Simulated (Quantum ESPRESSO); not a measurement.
Crystal: MgB.

```xyz
2
Lattice="2.8952 0.0000 0.0000 0.0000 2.8952 0.0000 0.0000 0.0000 2.8952" Properties=species:S:1:pos:R:3 pbc="T T T"
Mg    0.0000    0.0000    0.0000
B     1.4476    1.4476    1.4476
```

The cell was built by a generator and needn't be a form met in nature.

* Program: Quantum ESPRESSO 7.5
* Task: phonons
* Functional: PBE
* Potentials or basis: SG15 PBE 1.2
* Cutoff: 952 eV
* Density cutoff: 3810 eV
* k mesh: 9 × 9 × 9
* Occupations: cold, width 0.2 eV
* Spin: no spin polarisation
* Mixing beta: 0.5
* Most SCF iterations: 120
* SCF threshold: 4e-10 Ry

Q: What is the highest optical frequency at the zone centre?

A: 390 cm⁻¹, a mode of symmetry T1u (IR).

Optical modes at Γ, degenerate ones joined:
| cm⁻¹ | components | symmetry | active in |
| --- | --- | --- | --- |
| 390 | 3 | T1u | IR |

Caveat: the mesh is thin for the phonons of a metal.
